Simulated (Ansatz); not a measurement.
Crystal: Sc2Si3.

```
Sc Si
1.0
     6.40459    0.00000    0.00000
     0.00000    2.04131    3.52910
     0.00000   -2.04131    3.52910
Sc Si
2 3
Direct
  0.23622 0.00004 0.00004
  0.76378 0.00004 0.00004
  0.50000 0.33318 0.33318
  0.00000 0.33340 0.33340
  0.50000 0.66665 0.66665
```

The cell comes from a database or a generator and needn't be the stable form of this composition.

| Property | Result |
| --- | --- |
| Program | Ansatz 0.2.0 |
| Task | single point |
| Functional | PBE |
| Potentials or basis | Ansatz PAW |
| Cutoff | 420 eV (not typed: the program's choice for these potentials) |
| k mesh | 4 × 8 × 8 |
| Occupations | fermi-dirac, width 0.05 eV |
| Spin | no spin polarisation |

On this cell: pressure -0.1 GPa; largest force 0.100 eV/Å; band gap on the k mesh none (metal or under the smearing width).

The same run follows on a disturbed copy (atoms moved at random, drawn with an rms of 0.05 Å):

```
CELL_PARAMETERS angstrom
6.40459 0.00000 0.00000
0.00000 2.04131 3.52910
0.00000 -2.04131 3.52910
ATOMIC_POSITIONS crystal
Sc 0.23544 0.01661 0.00171
Sc 0.76444 0.00312 0.00245
Si 0.50315 0.34172 0.34148
Si 0.99148 0.34290 0.33481
Si 0.50373 0.66451 0.66755
```

Problem. What does the disturbed cell give?

Solution. The energy (extrapolated to zero smearing) moves by +7.5 meV/atom; pressure 0.1 GPa; largest force 0.681 eV/Å; band gap on the k mesh none (metal or under the smearing width).

Forces on the atoms (eV/Å):
```
Sc   0.106 -0.132 -0.150
Sc  -0.190  0.038  0.104
Si  -0.060  0.015 -0.598
Si   0.303 -0.027 -0.010
Si  -0.158  0.106  0.654
```

Stress tensor (GPa, compression positive):
```
 0.07  0.04  0.03
 0.04 -0.75 -0.02
 0.03 -0.02  0.90
```
